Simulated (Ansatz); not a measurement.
**GeCl2 (triplet): wave-function methods side by side at a displaced geometry (v1), cc-pVDZ**

Aim: climb from Hartree-Fock through coupled cluster and multireference methods for GeCl2 (triplet) at one geometry and basis, and see what each rung misses.

The runs use Ansatz 0.2.0, Gaussian basis; cc-pVDZ, core rule «outside noble gas», up to 24 orbitals frozen.

The runs, in order: UHF; CCSD(T) on ROHF; CCSD(T) on UHF; BCCD(T) on ROHF; CISD; CCSDT(Q) on ROHF; CCSDT(Q) on UHF; CASSCF and MRCISD+Q, 14 electrons in 10 orbitals; CASSCF and MRCISD+Q(relaxed), 14 electrons in 10 orbitals; CASSCF and NEVPT2, 14 electrons in 10 orbitals.

29 further runs of the same task are left out: 2 for a known fault of the program, 13 that didn't finish, 14 set aside as unsound or not needed.

### 1 The geometry

The geometry is a PBE0/def2-TZVP stationary point (not a proven minimum) with its atoms shifted at random (size 0.040 Å). No spin-orbit coupling is included. The filled d shell of Ge may be among the frozen orbitals whatever the setting's name suggests; the logs give the count.

3 atoms, charge 0, spin multiplicity 3.

Atoms are counted from 1 here; the program's logs count them from 0.

Bond lengths: Cl1–Ge2 2.153 Å, Ge2–Cl3 2.160 Å. Angles: Cl1–Ge2–Cl3 121.2°.

### 2 UHF

The input, in.yaml:

```yaml
crystal:
  periodic: [false, false, false]
  atoms:
    - {symbol: Cl, position_ang: [-0.011219, -0.557436, 1.869975]}
    - {symbol: Ge, position_ang: [-0.012052, 0.523061, 0.007770]}
    - {symbol: Cl, position_ang: [0.035912, -0.514268, -1.885895]}
basis:
  gaussian: {orbitals: cc-pVDZ}
magnetization: {spin_polarized: true, initial_magnetization: 2}
hamiltonian: {xc: hf}
output: {orbitals: {seedname: orbitals}}
```

Command:

```bash
> ansatz run in.yaml --threads 1 --pin off --events-out ev --progress --plain --max-ram 2393MiB
```

After this run come: CCSD(T) on ROHF; CCSD(T) on UHF; BCCD(T) on ROHF; CISD; CCSDT(Q) on ROHF; CCSDT(Q) on UHF; CASSCF and MRCISD+Q, 14 electrons in 10 orbitals; CASSCF and MRCISD+Q(relaxed), 14 electrons in 10 orbitals; CASSCF and NEVPT2, 14 electrons in 10 orbitals.

Before running them: what should the planned runs give, taken together? Wanted: UCCSDT(Q) below the RHF energy; RMP2 from UCCSDT(Q); UMP2 from UCCSDT(Q); RCCSD from UCCSDT(Q); RCCSD(T) from UCCSDT(Q); UCCSD(T) from UCCSDT(Q); RCCSDT(Q) from UCCSDT(Q); NEVPT2 valence from UCCSDT(Q); MRCISD+Q valence from UCCSDT(Q).

**Answer**, as computed:

```
                                quantity                      value
          UCCSDT(Q) below the RHF energy                 -9.9158 eV
                     RMP2 from UCCSDT(Q)                +1125.5 meV
                     UMP2 from UCCSDT(Q)                +1112.5 meV
                    RCCSD from UCCSDT(Q)                 +300.2 meV
                 RCCSD(T) from UCCSDT(Q)                  +60.5 meV
                 UCCSD(T) from UCCSDT(Q)                  +51.3 meV
                RCCSDT(Q) from UCCSDT(Q)                  +11.2 meV
           NEVPT2 valence from UCCSDT(Q)                +1542.0 meV
         MRCISD+Q valence from UCCSDT(Q)                 +135.4 meV
MRCISD+Q(relaxed) valence from UCCSDT(Q)                 +109.0 meV
       levels within 1 kcal/mol (43 meV)  RCCSDT, UCCSDT, RCCSDT(Q)
                           T1 diagnostic                      0.021
          effectively unpaired electrons                       2.01
```

**Reading.** RCCSD(T) misses by +60.5 meV, 0.6 % of the correlation energy. One determinant dominates. Of the multireference levels listed MRCISD+Q(relaxed) valence comes nearest in total energy (+109.0 meV), which doesn't show that its space is the better one. These misses are within one basis, not against nature; the frozen cores of restricted and unrestricted runs differ, which can shift their rows.
